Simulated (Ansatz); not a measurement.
# TaTlO4: the cost of one run

Computed with Ansatz 0.2.0 (DFT PBE, scalar-relativistic, plane waves, PAW, unless a step's input says otherwise).

2 further runs of the same task are left out: 1 that didn't finish, 1 set aside as unsound or not needed.

**1. Starting point**

The structure is tetragonal, space group P4/mmm (No. 123). The conventional cell has a = 3.873 Å, b = 3.873 Å, c = 5.477 Å, α = 90.00°, β = 90.00°, γ = 90.00°. Ta (site symmetry 4/mmm) has 8 O at 2.37 Å as nearest neighbours. Tl (site symmetry 4/mmm) is surrounded by 8 O at 2.37 Å. Around O (site symmetry 2mm) lie 2 Ta at 2.37 Å and 2 Tl at 2.37 Å.

Coordinates:

```xyz
6
Lattice="3.8726 0.0000 0.0000 0.0000 3.8726 0.0000 0.0000 0.0000 5.4767" Properties=species:S:1:pos:R:3 pbc="T T T"
Ta    0.0000    0.0000    0.0000
Tl    1.9363    1.9363    2.7384
O     1.9363    0.0000    1.3692
O     0.0000    1.9363    4.1076
O     1.9363    0.0000    4.1076
O     0.0000    1.9363    1.3692
```

The cell is invented: ordered mixture on the cation sites of fluorite (P4/mmm, No. 123). The dimensions are guesses.

**2. The guess as it stands, on a coarse mesh**

Input file input.yaml:

```yaml
crystal:
  lattice:
    - [3.87264328, 0.0, 0.0]
    - [0.0, 3.87264328, 0.0]
    - [0.0, 0.0, 5.47674465]
  atoms:
    - { symbol: Ta, position: [0.0, 0.0, 0.0] }
    - { symbol: Tl, position: [0.5, 0.5, 0.5] }
    - { symbol: O, position: [0.5, 0.0, 0.25] }
    - { symbol: O, position: [0.0, 0.5, 0.75] }
    - { symbol: O, position: [0.5, 0.0, 0.75] }
    - { symbol: O, position: [0.0, 0.5, 0.25] }
basis:
  ecutwfc: 420
kpoints:
  mp_grid: { grid: [4, 4, 4] }
hamiltonian:
  xc: pbe
scf:
  occupations: { method: gaussian, width: 0.1 }
  lower_state_search: "off"
output:
  forces: true
  stress: true
  eigenvalues: true
```

The run is started by

```sh
ansatz run input.yaml --threads 1 --pin off --max-ram 2048MiB --backend cpu --events-out ev --progress --plain --runs-dir out
```

**Question.** How long does this run take on 1 thread of Arm Neoverse V1, shared host, and how much memory does it need?

About 3.5 s, with a peak of 0.35 GiB.
